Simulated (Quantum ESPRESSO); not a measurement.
Crystal: Be4Tl.

```
CELL_PARAMETERS angstrom
1.76090 1.01666 4.13240
-1.76090 1.01666 4.13240
0.00000 -2.03331 4.13240
ATOMIC_POSITIONS crystal
Be 0.50000 0.50000 0.00000
Be 0.00000 0.50000 0.50000
Be 0.50000 0.00000 0.50000
Be 0.50000 0.50000 0.50000
Tl 0.00000 0.00000 0.00000
```

The cell was built by a generator and needn't be a form met in nature.

Base run:

| Item | Value |
| --- | --- |
| Program | Quantum ESPRESSO 7.5 |
| Functional | PBE |
| Potentials or basis | SSSP 1.3 efficiency PBE |
| Cutoff | 748 eV |
| Density cutoff | 5987 eV |
| k mesh | 9 × 9 × 9 |
| Occupations | fermi-dirac, width 0.05 eV |
| Spin | no spin polarisation |

Its results: band gap on the k mesh none (metal or under the smearing width); pressure 193.8 GPa.

Task: The run is repeated on the same cell with these changes: functional from PBE to vdW-DF2; occupations from fermi-dirac, width 0.05 eV to fermi-dirac, width 0.1 eV. What comes out?

Result: Band gap on the k mesh none (metal or under the smearing width); pressure 199.8 GPa.

Caveats: a pressure of tens of GPa on the cell as given is suspect, and the run, the potentials or the cell itself is likely at fault; the potentials were made for another functional, which shifts forces and pressure (some runs).
